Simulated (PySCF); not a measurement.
# trans-Sn(PH3)2F4: geometry, NMR shifts and electronic excitations

Wanted: the NMR shifts and electronic excitations of trans-Sn(PH3)2F4 (`[F][Sn]([F])([F])([F])(<-[PH3])<-[PH3]`), by calculation.

The runs use PySCF 2.14.0, with density-fitted response routines of our own; the level of theory stands in each step. All values are computed, except where a source is named. Atoms are numbered from 0 throughout.

### 1 The starting structure

13 atoms, charge 0, multiplicity 1; geometry from: GFN2-xTB. The atoms were then displaced at random by about 0.03 Å, so the start is not that level's minimum.

Bonds of the start (Å): Sn0–P1 2.79, Sn0–P5 2.83, Sn0–F9 1.94, Sn0–F10 2.10, Sn0–F11 2.09, Sn0–F12 1.91, P1–H2 1.37, P1–H3 1.44, P1–H4 1.36, P5–H6 1.41, P5–H7 1.35, P5–H8 1.35.

### 2 Geometry optimisation at PBE0-D3(BJ)/def2-SVP

Job settings and geometry (Å):

```
{"job": {"xc": "PBE0", "basis": "def2-SVP", "d3": "d3bj", "grid": 1, "maxiter": 40, "shake": 0.03, "kind": "geom"}, "charge": 0, "multiplicity": 1}
Sn     0.070400    -0.076580     0.012650
P     -0.022130    -0.031700     2.795860
H      0.338530     1.095720     3.478420
H      0.870000    -0.932690     3.470500
H     -1.192060    -0.261220     3.457960
P     -0.007440     0.031860    -2.809590
H      1.174650     0.336500    -3.511030
H     -0.815720     0.884910    -3.477580
H     -0.318720    -1.117080    -3.442010
F      2.012450    -0.015230     0.063190
F     -2.029480     0.000740     0.005920
F      0.035060     2.014520     0.011480
F     -0.084900    -1.981860    -0.033580
```

Command:

```
$ OMP_NUM_THREADS=1 python probes_run.py task.json out
```

This one command runs all jobs of the session in turn.

Standard output:

```text
step   0  E = -1298.87284671  max force = 0.067527
step   1  E = -1298.89719430  max force = 0.009717
step   2  E = -1298.89910177  max force = 0.008555
step   3  E = -1298.89952732  max force = 0.002925
step   4  E = -1298.89959573  max force = 0.001101
step   5  E = -1298.89961871  max force = 0.000848
step   6  E = -1298.89963527  max force = 0.000902
step   7  E = -1298.89964412  max force = 0.000573
step   8  E = -1298.89964757  max force = 0.000466
step   9  E = -1298.89964801  max force = 0.000721
step  10  E = -1298.89965498  max force = 0.000602
step  11  E = -1298.89966796  max force = 0.000405
optimisation converged
```

Wall time 2.6 min (1 thread of Arm Neoverse V1, shared host); peak memory 0.59 GiB.

Relaxation path:

| step | energy from step 0 (eV) | largest force component (eV/Å) |
| --- | --- | --- |
| 0 | 0.0000 | 3.4724 |
| 1 | -0.6625 | 0.4997 |
| 2 | -0.7144 | 0.4399 |
| 3 | -0.7260 | 0.1504 |
| 4 | -0.7279 | 0.0566 |
| 5 | -0.7285 | 0.0436 |
| 6 | -0.7290 | 0.0464 |
| 7 | -0.7292 | 0.0295 |
| 8 | -0.7293 | 0.0240 |
| 9 | -0.7293 | 0.0371 |
| 10 | -0.7295 | 0.0310 |
| 11 | -0.7298 | 0.0208 |

Close pairs (by a distance rule), those that changed most:

| bond | before (Å) | after (Å) | change (Å) |
| --- | --- | --- | --- |
| Sn0–P5 | 2.825 | 2.672 | -0.153 |
| Sn0–F10 | 2.101 | 1.953 | -0.148 |
| Sn0–F11 | 2.091 | 1.955 | -0.136 |
| Sn0–P1 | 2.785 | 2.672 | -0.113 |
| P5–H8 | 1.348 | 1.414 | +0.067 |
| P5–H7 | 1.352 | 1.413 | +0.061 |
| P1–H4 | 1.364 | 1.415 | +0.051 |
| P1–H2 | 1.366 | 1.414 | +0.048 |

The end geometry stands in the next job.

| at the end point | value |
| --- | --- |
| point group (found at 0.08 Å tolerance) | C2 |
| rotational constants (GHz, main isotopes) | 1.697, 0.767, 0.765 |
| dipole moment (D) | 0.07 |

### 3 NMR shieldings: PBE0/def2-TZVP+pcSseg-1

Job settings and geometry (Å):

```
{"job": {"kind": "nmr", "xc": "PBE0", "basis": {"default": "pcSseg-1", "Sn": "def2-TZVP"}}, "charge": 0, "multiplicity": 1}
Sn    -0.007863    -0.010866     0.001603
P     -0.048346     0.007149     2.673637
H      0.363315     1.185497     3.338741
H      0.827681    -0.943103     3.245367
H     -1.247787    -0.283064     3.365017
P      0.051924    -0.015329    -2.670078
H      1.260500     0.323646    -3.322299
H     -0.836357     0.918752    -3.249121
H     -0.303388    -1.193636    -3.367228
F      1.933984    -0.021178     0.230062
F     -1.957589     0.006945    -0.116423
F      0.024830     1.936006    -0.176940
F     -0.030264    -1.962928     0.069852
```

With the program's defaults for keys left out, this is: GIAO PBE0/pcSseg-1 Sn:def2-TZVP NMR shielding, scalar relativity only through core potentials, gas phase.

Standard output:

```text
coarse grid: 56888 points
cycle   1  E = -1297.4034285690  dE = -3.502e+01  |g| = 2.947e+00  |ddm| = 3.142e+01
cycle   2  E = -1266.9226340257  dE =  3.048e+01  |g| = 1.040e+01  |ddm| = 2.755e+01
cycle   3  E = -1299.2796146146  dE = -3.236e+01  |g| = 8.719e-01  |ddm| = 2.645e+01
cycle   4  E = -1299.2556106958  dE =  2.400e-02  |g| = 1.004e+00  |ddm| = 1.580e+00
cycle   5  E = -1299.4047096123  dE = -1.491e-01  |g| = 1.045e-01  |ddm| = 7.417e-01
cycle   6  E = -1299.4079482196  dE = -3.239e-03  |g| = 4.945e-02  |ddm| = 2.219e-01
cycle   7  E = -1299.4082102758  dE = -2.621e-04  |g| = 2.935e-02  |ddm| = 5.032e-02
cycle   8  E = -1299.4083396356  dE = -1.294e-04  |g| = 4.564e-03  |ddm| = 2.173e-02
cycle   9  E = -1299.4083433681  dE = -3.733e-06  |g| = 5.400e-04  |ddm| = 5.227e-03
final grid: 116544 points
cycle  10  E = -1299.4082371121  dE = -4.948e-09  |g| = 8.658e-04  |ddm| = 1.412e-03
cycle  11  E = -1299.4082369024  dE =  2.096e-07  |g| = 1.471e-03  |ddm| = 1.461e-03
cycle  12  E = -1299.4082372235  dE = -3.210e-07  |g| = 5.086e-05  |ddm| = 9.216e-04
cycle  13  E = -1299.4082372239  dE = -3.959e-10  |g| = 1.873e-05  |ddm| = 4.916e-05
converged SCF energy = -1299.4082372239

GIAO shielding tensors (ppm)
atom      isotropic    diamagn.    paramagn.     s11        s22        s33       span
  0 Sn         nan         nan         nan        nan        nan        nan        nan
  1 P      512.290     967.821    -455.531    508.394    512.492    515.983      7.589
  2 H       27.549      27.639      -0.089     22.953     24.467     35.228     12.275
  3 H       27.449      27.807      -0.358     22.738     24.804     34.805     12.067
  4 H       27.595      27.562       0.033     22.921     24.388     35.477     12.555
  5 P      512.234     967.825    -455.591    508.453    512.147    516.102      7.650
  6 H       27.560      27.621      -0.062     22.970     24.434     35.275     12.304
  7 H       27.455      27.808      -0.354     22.743     24.789     34.832     12.089
  8 H       27.579      27.589      -0.010     22.899     24.432     35.405     12.506
  9 F      241.122     476.866    -235.744    164.362    177.372    381.631    217.269
 10 F      243.299     476.637    -233.337    168.082    178.265    383.550    215.468
 11 F      241.043     476.841    -235.799    163.422    177.709    381.997    218.575
 12 F      242.904     476.652    -233.748    166.592    178.738    383.382    216.790
```

Wall time 38 s (1 thread of Arm Neoverse V1, shared host); peak memory 1.1 GiB.

Shifts follow as δ = σ(reference) − σ, with reference shieldings (ppm) from runs at the same level and on the same kind of geometry: 1H TMS 31.27, 19F CFCl3 177.2, 31P H3PO4 310.1. The references are single molecules in the gas phase, so shifts against H2O, NH3, PH3, H3PO4 or CFCl3 are not on the usual liquid scales and can be off by tens of ppm. Atoms listed in one row are averaged.

| atoms | environment | σ (ppm) | δ (ppm) |
| --- | --- | --- | --- |
| H2, H3, H4, H6, H7, H8 | hydrogen on a phosphorus bonded to Sn | 27.53 | 3.74 |
| P1, P5 | phosphorus bonded to Sn, 3 H | 512.3 | -202.1 |
| F9, F10, F11, F12 | fluorine bonded to Sn | 242.1 | -64.8 |

Atoms past Kr carry core potentials, so their printed shieldings have no meaning and are left out of the table.

The run also stored atomic charges by several schemes (e):

| atoms | Mulliken | ESP fit |
| --- | --- | --- |
| Sn0 | 1.23 | 1.31 |
| P1, P5 | -0.01 | 0.06 |
| F9, F10, F11, F12 | -0.48 | -0.49 |

Mayer bond orders: Sn0–P1 0.48, Sn0–P5 0.48, Sn0–F9 0.82, Sn0–F10 0.83, Sn0–F11 0.82, Sn0–F12 0.83.

With diffuse functions Mulliken charges and Mayer bond orders lose their meaning; the other schemes are steadier.

The fields below are evaluated on a grid from the run's orbitals.

Frontier orbitals at PBE0/def2-TZVP+pcSseg-1, with the share of their density that lies nearest to each atom:

| orbital | energy (eV) | lies on |
| --- | --- | --- |
| HOMO | -9.18 | P1, P5 about 16 % each; 4 F atoms about 13 % each |
| LUMO | -1.20 | Sn0 32 %; 4 F atoms about 9 % each; P1, P5 about 6 % each |

ELF in a plane through or near 3 of the atoms.

Ten even steps from ' ' (0.00) to '@' (0.99):
```
                                                        
                                                        
                                                        
                                                        
            ..                          --++==          
        ..++**--..                    ::%%@@@@++        
        --##%%##--::      ..        ::++@@@@@@##..      
        --##%%##++**==  ......  ..==**##@@@@@@**..      
        ::++**::..##%%::..++++..::%%##..::####--        
      ..::==::****==@@::--****==--@@==##**::==::..      
      ..::==::**##==@@::--****==--@@==%%##::==::..      
      ..--####::..##@@::..++++::::%%%%..::****::        
      ..**@@@@@@****++..  ........++**++##%%##--        
      ..##@@@@@@++::                ::--**%%##--        
        ++%%@@##::                      ::====..        
          --==::                                        
                                                        
                                                        
                                                        
                                                        
```
The map spans 11.9 Å across and 8.2 Å up, centred on the molecule. Atoms in the plane (x, y in Å): Sn0 (0.0, 0.0), P1 (2.7, 0.0), P5 (-2.7, 0.0).

On the surface of density 0.002 e/bohr³ the electrostatic potential runs, from the 1st to the 99th percentile, from -1.82 V near F10 to 1.57 V near H4.

### 4 Ultraviolet spectrum: wB97X-D/def2-SVPD

The job, as its differences from that of step 3:

```diff
@@ -1,2 +1,2 @@
-{"job": {"kind": "nmr", "xc": "PBE0", "basis": {"default": "pcSseg-1", "Sn": "def2-TZVP"}}, "charge": 0, "multiplicity": 1}
+{"job": {"kind": "uv", "xc": "wB97X-D", "basis": "def2-SVPD", "ip": true, "nstates": 10}, "charge": 0, "multiplicity": 1}
 Sn    -0.007863    -0.010866     0.001603
```

Method: TDDFT wB97X-D/def2-SVPD, vertical, gas phase, core orbitals frozen in the response.

Standard output:

```text
coarse grid: 56888 points
cycle   1  E = -1297.5577734842  dE = -2.196e+01  |g| = 2.780e+00  |ddm| = 1.661e+01
cycle   2  E = -1294.1995277697  dE =  3.358e+00  |g| = 4.592e+00  |ddm| = 1.812e+01
cycle   3  E = -1299.4508546603  dE = -5.251e+00  |g| = 6.820e-01  |ddm| = 8.328e+00
cycle   4  E = -1299.5089974625  dE = -5.814e-02  |g| = 4.639e-01  |ddm| = 1.183e+00
cycle   5  E = -1299.5440037697  dE = -3.501e-02  |g| = 3.907e-02  |ddm| = 6.098e-01
cycle   6  E = -1299.5446574820  dE = -6.537e-04  |g| = 1.501e-02  |ddm| = 1.251e-01
cycle   7  E = -1299.5447502314  dE = -9.275e-05  |g| = 3.399e-03  |ddm| = 5.006e-02
cycle   8  E = -1299.5447552556  dE = -5.024e-06  |g| = 2.128e-03  |ddm| = 1.240e-02
final grid: 116544 points
cycle   9  E = -1299.5415860870  dE = -5.193e-06  |g| = 3.172e-03  |ddm| = 1.355e-02
cycle  10  E = -1299.5415850376  dE =  1.049e-06  |g| = 4.112e-03  |ddm| = 5.824e-03
cycle  11  E = -1299.5415876680  dE = -2.630e-06  |g| = 2.219e-04  |ddm| = 2.873e-03
cycle  12  E = -1299.5415876761  dE = -8.097e-09  |g| = 7.350e-05  |ddm| = 5.227e-04
cycle  13  E = -1299.5415876774  dE = -1.308e-09  |g| = 3.857e-05  |ddm| = 1.026e-04
cycle  14  E = -1299.5415876779  dE = -4.436e-10  |g| = 5.740e-06  |ddm| = 7.982e-05
converged SCF energy = -1299.5415876779

Static polarisability (au): isotropic 93.123, principal 79.911 80.175 119.285

Singlet excitations
state   eV       nm        f      main configurations
  1   6.9142    179.3   0.00001   H-2->L 0.94
  2   6.9816    177.6   0.58019   H->L 0.94
  3   7.3990    167.6   0.00000   H-1->L 0.76, H-6->L 0.11
  4   7.5153    165.0   0.01851   H-4->L 0.78
  5   7.5176    164.9   0.01678   H-5->L 0.65, H-6->L 0.14, H-4->L 0.10
  6   7.5332    164.6   0.00411   H-6->L 0.62, H-5->L 0.19
  7   7.6372    162.3   0.00048   H-8->L 0.50, H-7->L 0.36
  8   7.6681    161.7   0.00033   H-7->L 0.41, H-8->L 0.32, H-1->L 0.11
  9   7.9375    156.2   0.00344   H->L+1 0.40, H-1->L+3 0.24
 10   7.9392    156.2   0.00349   H->L+2 0.29, H-3->L 0.24, H-1->L+4 0.16

Triplet excitations (Tamm-Dancoff, eV): 6.2974 6.3660 6.6124 6.7791
Vertical ionisation energy (delta-SCF) = 11.3199 eV
```

Run time: 3.7 min. Hardware: 1 thread of Arm Neoverse V1, shared host; peak memory 1.2 GiB.

Frontier orbitals and where they lie:

| orbital | eV | atoms |
| --- | --- | --- |
| HOMO−3 | -11.95 | F10 23 %, F12 23 %, F11 22 % |
| HOMO−2 | -11.58 | F10 26 %, F12 26 %, F11 25 % |
| HOMO−1 | -11.20 | P5 24 %, P1 23 %, Sn0 12 % |
| HOMO | -11.16 | P1 19 %, P5 18 %, F9 12 % |
| LUMO | 0.20 | Sn0 29 %, P1 10 %, P5 10 % |
| LUMO+1 | 1.37 | P1 29 %, P5 27 %, H3 9 % |
| LUMO+2 | 1.40 | P5 28 %, P1 25 %, H6 8 % |

With each of the 10 states as a Gaussian band of 0.4 eV half-width at 1/e, the curve within the window shown has maxima at 177 nm (ε 24,000) L/(mol cm). Beyond the last state computed it falls off for lack of states. The curve at chosen wavelengths:

nm, ε (L/mol/cm) and a bar:
```
      150        226 
      152        389 
      154        625 #
      155        780 #
      157       1187 #
      159       1789 ##
      161       2710 ###
      163       4144 #####
      164       5120 ######
      166       7688 ##########
      168      11063 ##############
      170      14963 ###################
      172      18813 ########################
      173      20493 ##########################
      175      22933 #############################
      177      23764 ##############################
      179      22866 #############################
      181      20503 ##########################
      182      18931 ########################
      184      15383 ###################
      186      11763 ###############
      188       8497 ###########
      190       5820 #######
      191       4726 ######
      193       3008 ####
      195       1830 ##
```

Leading natural transition orbitals of singlet state 2: the hole lies on 4 F atoms about 15 % each; P1, P5 about 14 % each; the particle on Sn0 36 %; 4 F atoms about 9 % each; P1, P5 about 6 % each.

Leading natural transition orbitals of singlet state 1: the hole lies on 4 F atoms about 25 % each; the particle on Sn0 37 %; 4 F atoms about 9 % each; P1, P5 about 6 % each.

Further results of this job:

| property | computed |
| --- | --- |
| dipole moment (D) | 0.06 |
| polarisability (Å³) | 13.80 |
| HOMO–LUMO gap (eV) | 11.36 |
| −ε(HOMO) (eV) | 11.16 |

### 5 Shielding tensors: wB97X-D/def2-TZVP+pcSseg-1

The job, as its differences from that of step 4:

```diff
@@ -1,2 +1,2 @@
-{"job": {"kind": "uv", "xc": "wB97X-D", "basis": "def2-SVPD", "ip": true, "nstates": 10}, "charge": 0, "multiplicity": 1}
+{"job": {"kind": "nmr", "xc": "wB97X-D", "basis": {"default": "pcSseg-1", "Sn": "def2-TZVP"}, "pop": false}, "charge": 0, "multiplicity": 1}
 Sn    -0.007863    -0.010866     0.001603
```

Method: GIAO wB97X-D/pcSseg-1 Sn:def2-TZVP NMR shielding, scalar relativity only through core potentials, gas phase.

Standard output:

```text
coarse grid: 56888 points
cycle   1  E = -1298.3894437976  dE = -3.566e+01  |g| = 2.690e+00  |ddm| = 3.155e+01
cycle   2  E = -1296.3091035879  dE =  2.080e+00  |g| = 3.946e+00  |ddm| = 1.435e+01
cycle   3  E = -1299.9495056594  dE = -3.640e+00  |g| = 5.283e-01  |ddm| = 1.281e+01
cycle   4  E = -1299.9858972740  dE = -3.639e-02  |g| = 3.793e-01  |ddm| = 6.252e-01
cycle   5  E = -1300.0062455049  dE = -2.035e-02  |g| = 2.957e-02  |ddm| = 2.947e-01
cycle   6  E = -1300.0066316761  dE = -3.862e-04  |g| = 1.202e-02  |ddm| = 7.248e-02
cycle   7  E = -1300.0066878873  dE = -5.621e-05  |g| = 3.157e-03  |ddm| = 2.570e-02
cycle   8  E = -1300.0066919494  dE = -4.062e-06  |g| = 1.331e-03  |ddm| = 7.605e-03
final grid: 116544 points
cycle   9  E = -1300.0033897727  dE = -9.614e-06  |g| = 2.535e-03  |ddm| = 1.544e-02
cycle  10  E = -1300.0033894615  dE =  3.113e-07  |g| = 2.957e-03  |ddm| = 3.549e-03
cycle  11  E = -1300.0033906331  dE = -1.172e-06  |g| = 2.809e-04  |ddm| = 1.915e-03
cycle  12  E = -1300.0033906440  dE = -1.090e-08  |g| = 5.418e-05  |ddm| = 2.616e-04
cycle  13  E = -1300.0033906448  dE = -8.099e-10  |g| = 3.918e-05  |ddm| = 9.695e-05
cycle  14  E = -1300.0033906451  dE = -2.774e-10  |g| = 6.903e-06  |ddm| = 3.990e-05
converged SCF energy = -1300.0033906451

GIAO shielding tensors (ppm)
atom      isotropic    diamagn.    paramagn.     s11        s22        s33       span
  0 Sn         nan         nan         nan        nan        nan        nan        nan
  1 P      508.304     967.846    -459.542    503.820    508.850    512.242      8.422
  2 H       27.664      27.689      -0.025     23.077     24.598     35.318     12.241
  3 H       27.561      27.870      -0.309     22.861     24.928     34.895     12.034
  4 H       27.712      27.606       0.106     23.050     24.527     35.560     12.510
  5 P      508.270     967.851    -459.581    503.893    508.531    512.386      8.492
  6 H       27.675      27.670       0.005     23.095     24.566     35.364     12.269
  7 H       27.567      27.871      -0.304     22.866     24.912     34.921     12.055
  8 H       27.695      27.635       0.060     23.027     24.569     35.490     12.463
  9 F      254.394     477.419    -223.025    181.263    194.195    387.725    206.462
 10 F      256.646     477.176    -220.530    185.402    195.014    389.521    204.119
 11 F      254.328     477.392    -223.064    180.524    194.439    388.020    207.496
 12 F      256.310     477.187    -220.878    184.102    195.511    389.316    205.213
```

Run time: 41 s. Hardware: 1 thread of Arm Neoverse V1, shared host; peak memory 1.2 GiB.

Key values: δ P1 -201.1, F9 -68.3, H2 3.73 ppm (means over like atoms).

### 6 Run by run: NMR shifts

Shifts (ppm), means over like atoms, with basis size and wall time:

| run | H2 | P1 | F9 | functions | time |
| --- | --- | --- | --- | --- | --- |
| PBE0/def2-TZVP+pcSseg-1 | 3.74 | -202.1 | -64.8 | 196 | 38 s |
| wB97X-D/def2-TZVP+pcSseg-1 | 3.73 | -201.1 | -68.3 | 196 | 41 s |

### 7 Outcome

| quantity | value |
| --- | --- |
| point group | C2 |
| rotational constants (main isotopes) | 1.70, 0.77, 0.76 GHz |
| 1H shifts against TMS (PBE0/def2-TZVP+pcSseg-1, means over atoms taken as alike) | 3.74 ppm |
| 31P shifts against H3PO4 (PBE0/def2-TZVP+pcSseg-1, means over atoms taken as alike) | -202.1 ppm |
| 19F shifts against CFCl3 (PBE0/def2-TZVP+pcSseg-1, means over atoms taken as alike) | -64.8 ppm |
| surface potential, 1st and 99th percentile | -1.82 V and 1.57 V |
| lowest singlet (wB97X-D/def2-SVPD) | 6.91 eV (179 nm), f = 0.000 |
| brightest single state of those computed | state 2, 6.98 eV, f = 0.580 |
| lowest triplet | 6.30 eV |
| vertical ionisation energy (ΔSCF) | 11.32 eV |
| range of the shift of F9 | -68.3 to -64.8 ppm |

In words: The start was shaken at random, so part of the energy gained undoes that. Relaxing lowered the energy by 0.730 eV in 11 steps; the close pair that moved most is Sn0–P5, from 2.825 to 2.672 Å. At PBE0/def2-TZVP+pcSseg-1: The widest tensor belongs to F9, F10, F11, F12: span 217 ppm, with a paramagnetic part of -235 ppm. At PBE0/def2-TZVP+pcSseg-1, counted by nearest atom on the grid, the HOMO lies on P1, P5 about 16 % each; 4 F atoms about 13 % each, the LUMO on Sn0 32 %; 4 F atoms about 9 % each. The lowest singlet, at 6.91 eV, is HOMO−2→LUMO 0.94 and is dark; of the 10 states computed, the strongest absorption comes from state 2 at 6.98 eV. The lowest triplet lies 0.62 eV below the lowest singlet (triplets in Tamm-Dancoff, singlets in full TDDFT). Spin-orbit coupling, left out, mixes singlets and triplets in elements this heavy. The orbital energy would give 11.16 eV for ionisation, ΔSCF gives 11.32 eV. In ppm, F9 (with its like atoms) moves most: its shift spreads over 3.4 ppm, from -68.3 (wB97X-D/def2-TZVP+pcSseg-1) to -64.8 (PBE0/def2-TZVP+pcSseg-1). Spin-orbit coupling is left out, which matters for shieldings and couplings at and beside the heavy atoms.
